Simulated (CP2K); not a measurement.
NbTe:

```
CELL_PARAMETERS angstrom
3.70297 0.00000 0.00000
-1.85149 3.20687 0.00000
0.00000 0.00000 3.69421
ATOMIC_POSITIONS crystal
Te 0.66667 0.33333 0.00000
Nb 0.00000 0.00000 0.50000
```

The cell comes from a database or a generator and needn't be the stable form of this composition.

Base run:

- Program: CP2K 2026.2
- Functional: PBEsol
- Potentials or basis: POTENTIAL_UZH Te GTH-PBE-q6, Nb GTH-PBE-q13; TZVP-MOLOPT-PBE-GTH basis
- Density cutoff: 6123 eV
- k mesh: 8 × 8 × 7
- Occupations: gaussian, width 0.1 eV
- Spin: no spin polarisation

Its results: band gap on the k mesh none (metal or under the smearing width); pressure -1.7 GPa.

Question: The run is repeated on the same cell with these changes: functional from PBEsol to RPBE; occupations from gaussian, width 0.1 eV to gaussian, width 0.02 eV. What comes out?

Answer: Band gap on the k mesh none (metal or under the smearing width); pressure 3.1 GPa.

Caveats: the potentials were made for another functional, which shifts forces and pressure; the basis of atomic orbitals isn't converged, which shifts pressures, moduli and gaps.

Not every run made on this cell is shown here.
